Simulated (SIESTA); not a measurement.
Au in SIESTA: convergence with EnergyShift

Slab: Au, a slab with vacuum.

```
CELL_PARAMETERS angstrom
2.89277 0.00000 0.00000
-1.44639 2.50522 0.00000
0.00000 0.00000 24.44776
ATOMIC_POSITIONS crystal
Au 0.66667 0.33333 0.30678
Au 0.33333 0.66667 0.40339
Au 0.00000 0.00000 0.50000
Au 0.66667 0.33333 0.59661
Au 0.33333 0.66667 0.69322
```

The slab is cut from a database's or a generator's crystal, which needn't be the stable form of the element.

```yaml
Program: SIESTA 5.4.2
Task: single point
Functional: RPBE
Potentials_or_basis: PseudoDojo 0.4 standard (PBE files)
Basis: DZP (energy shift 0.05 Ry; two zetas on semicore shells)
Grid_cutoff: 800 Ry
Energy_shift: 0.05 Ry
k_mesh: 8 × 8 × 1
Occupations: fermi-dirac, width 0.05 eV
Spin: no spin polarisation
```

These are the settings of the first run; the series varies EnergyShift, with any setting tied to it.

Hardware: 1 thread of Arm Neoverse V2, on a shared host.

```tsv
EnergyShift	energy less the tightest run, at zero smearing (meV/atom)	largest force (eV/Å)	SCF cycles	CPU time (s)	peak memory (GiB)
0.05	5932.19	2.016	15	23	0.28
0.03	2991.90	0.558	14	27	0.31
0.02	1763.62	0.090	14	31	0.33
0.01	749.82	0.496	13	39	0.37
0.005	310.59	0.638	15	56	0.42
0.003	148.34	0.683	17	76	0.46
0.002	72.47	0.703	17	89	0.49
0.001	0.00	0.704	16	110	0.56
```

Against the tightest run, the largest force stays within 0.005 eV/Å from 0.002 on. Not settled before the last step: the energy (to 1 meV/atom). The tightest run that finished is the yardstick and may itself not be fully converged.

Caveat, for the tightest run too: the potentials were made for another functional, which shifts forces and pressure. The run has no spin-orbit coupling, so splittings on Au are missing.
